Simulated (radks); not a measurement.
# Valence configurations of Nd

Aim: which of several valence configurations of Nd lies lowest at this level, and whether it is the one NIST lists ([Xe] 4f4 6s2).

Method: Dirac Kohn-Sham, PBE, spin-unpolarised, spherical densities, finite nucleus; open shells are shared between the two j in proportion to 2j + 1. Code: radks (a radial shooting solver on a logarithmic mesh, Libxc functionals) version 1.

2 further runs of the same task are left out: 2 that didn't finish.

### Step 1. Starting point

```
element            : neodymium (Z = 60)
charge             : 0
electrons          : 60
configuration      : [Xe] 4f4 6s2
nuclear rms radius : 4.9123 fm
others tried       : 4f5 6s1; 4f6; 4f2 6s2 6p2; 4f3 5d1 6s2; 4f4 5d1 6s1; 4f3 5d3; 4f4 6s1 6p1
```

The outer shells:

Nd
```
[Xe] core
4f [↑ ][↑ ][↑ ][↑ ][  ][  ][  ]
6s [↑↓]
```

### Step 2. [Xe] 4f4 6s2

Input:

```text
Z 60
configuration [Xe] 4f4 6s2
relativity Dirac
functional pbe,pbe
spin unpolarised
j_filling average
nucleus finite rms 4.9123 fm
c 137.035999084
```

### Step 3. [Xe] 4f5 6s1

Input: that of step 2 with these lines changed.

```diff
@@ -1,3 +1,3 @@
 Z 60
-configuration [Xe] 4f4 6s2
+configuration [Xe] 4f5 6s1
 relativity Dirac
```

### Step 4. [Xe] 4f6

Input: that of step 3 with these lines changed.

```diff
@@ -1,3 +1,3 @@
 Z 60
-configuration [Xe] 4f5 6s1
+configuration [Xe] 4f6
 relativity Dirac
```

### Step 5. [Xe] 4f2 6s2 6p2

Input: that of step 4 with these lines changed.

```diff
@@ -1,3 +1,3 @@
 Z 60
-configuration [Xe] 4f6
+configuration [Xe] 4f2 6s2 6p2
 relativity Dirac
```

### Step 6. [Xe] 4f3 5d1 6s2

Input: that of step 5 with these lines changed.

```diff
@@ -1,3 +1,3 @@
 Z 60
-configuration [Xe] 4f2 6s2 6p2
+configuration [Xe] 4f3 5d1 6s2
 relativity Dirac
```

### Step 7. [Xe] 4f4 5d1 6s1

Input: that of step 6 with these lines changed.

```diff
@@ -1,3 +1,3 @@
 Z 60
-configuration [Xe] 4f3 5d1 6s2
+configuration [Xe] 4f4 5d1 6s1
 relativity Dirac
```

### Step 8. [Xe] 4f3 5d3

Input: that of step 7 with these lines changed.

```diff
@@ -1,3 +1,3 @@
 Z 60
-configuration [Xe] 4f4 5d1 6s1
+configuration [Xe] 4f3 5d3
 relativity Dirac
```

### Step 9. [Xe] 4f4 6s1 6p1

Input: that of step 8 with these lines changed.

```diff
@@ -1,3 +1,3 @@
 Z 60
-configuration [Xe] 4f3 5d3
+configuration [Xe] 4f4 6s1 6p1
 relativity Dirac
```

**Question.** What will these runs give? Wanted: for each run, valence; E − E(NIST configuration); highest level; its energy; 1s shift.

As calculated:

```csv
valence,E − E(NIST configuration) (eV),highest level,its energy (eV),1s shift (eV)
4f4 6s2,0.000,4f7/2,-1.578,+0.00
4f4 5d1 6s1,1.706,4f7/2,-0.520,+0.98
4f3 5d1 6s2,1.792,5d5/2,-2.834,-5.93
4f4 6s1 6p1,2.320,6p3/2,-1.723,-1.18
4f3 5d3,4.415,5d5/2,-1.309,-3.37
4f6,7.095,4f7/2,-0.351,+1.73
4f2 6s2 6p2,16.199,6p3/2,-2.929,-19.91
```

**Reading.** The NIST configuration is the lowest of those tried, 1.706 eV under 4f4 5d1 6s1. The energies are those of spherical spin-averaged densities, not of single terms. The 1s eigenvalue shifts by up to 19.91 eV as the valence charge is rearranged.
